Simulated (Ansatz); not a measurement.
GaGe3:

```
Ge Ga
1.0
     0.00000    3.38717    3.38717
     3.38717    0.00000    3.38717
     3.38717    3.38717    0.00000
Ge Ga
3 1
Direct
  0.50000 0.50000 0.50000
  0.75000 0.75000 0.75000
  0.25000 0.25000 0.25000
  0.00000 0.00000 0.00000
```

The cell comes from a database or a generator and needn't be the stable form of this composition.

```yaml
Program: Ansatz 0.2.0
Task: relaxation of cell and atoms
Functional: PBEsol
Potentials_or_basis: all-electron LAPW, scalar-relativistic
Basis_error_allowed: 0.002 eV/atom
k_mesh: 7 × 7 × 7
Occupations: fermi-dirac, width 0.05 eV
Spin: no spin polarisation
```

At the start: volume 19.43 Å³/atom.

Question: Where does the relaxation end?

Answer: Over 5 steps the energy falls by 14.7 meV/atom and the volume is 18.29 Å³/atom (-5.8 %); space group Fm-3m (No. 225, to 0.05 Å).

Step by step:
| step | energy change (eV) | largest force (eV/Å) | volume (Å³) |
| --- | --- | --- | --- |
| 1 | 0.0000 | 0.0000 | 77.72 |
| 2 | -0.0407 | 0.0000 | 70.87 |
| 3 | -0.0584 | 0.0000 | 73.44 |
| 4 | -0.0587 | 0.0000 | 73.18 |
| 5 | -0.0587 | 0.0000 | 73.18 |

Final structure:
```
Ge Ga
1.0
     0.00000    3.31982    3.31982
     3.31982    0.00000    3.31982
     3.31982    3.31982    0.00000
Ge Ga
3 1
Direct
  0.50000 0.50000 0.50000
  0.75000 0.75000 0.75000
  0.25000 0.25000 0.25000
  0.00000 0.00000 0.00000
```
